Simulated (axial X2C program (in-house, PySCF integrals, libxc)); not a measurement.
**BiBr: bond curves with and without spin–orbit coupling**

Aim: find the lowest determinant of BiBr, scan the bond at several levels and fit the constants, once spin-free and once with spin–orbit coupling.

Method: all-electron X2C, Bi dyall-v2z, Br dyall-v2z; program: an in-house X2C program for linear molecules on PySCF integrals.

All values are calculated.

2 further runs of the same task are left out: 2 that didn't finish.

## Step 1: The job

task.json

```json
{
 "zs": [
  83,
  35
 ],
 "q": 0,
 "bas": [
  "dyall-v2z",
  "dyall-v2z"
 ],
 "levels": [
  "PBE0",
  "HF",
  "LDA",
  "r2SCAN0"
 ],
 "cc": false,
 "r0": 2.65,
 "npts": 10,
 "nst": 2,
 "ntry": 6,
 "opt": {
  "maxit": 3
 }
}
```

Keys: zs atomic numbers; q charge; bas basis sets; levels methods (HF also brings MP2); cc coupled cluster on or off; r0 starting distance in Å; npts points asked for on the curve; nst determinants followed; ntry starts of the search; maxit SCF iteration limit on the curve.

Started as:

```bash
$ python so2c.py task.json out
```

Spin-free means the one-electron spin-free X2C Hamiltonian; two-component (2c) means X2C with spin–orbit coupling and atomic mean-field two-electron Coulomb and Gaunt terms. Basis: Bi dyall-v2z contracted to [10s12p9d5f], Br dyall-v2z contracted to [7s8p5d]; Gaussian nuclei, density fitting. Masses: Bi 208.980 u, Br 78.918 u.

Notation: σ, π±, δ± give the projection m of an orbital's angular momentum (0, ±1, ±2), α and β its spin, Λ and M_S the sums; ω is the projection of a spinor's total angular momentum and Ω the sum. Logs are in hartree.

The runs that follow: PBE0, spin-free; HF, spin-free; LDA, spin-free; r2SCAN0, spin-free; PBE0, 2c; HF, 2c; LDA, 2c; r2SCAN0, 2c.

What does the calculation give?

As calculated:

No curve gave constants.

What this shows: One setting of the input is poor: too few iterations allowed (3 iterations an attempt). 80 of 80 points did not converge. The numbers above are not properties of BiBr; the cure is to run again with the usual setting.
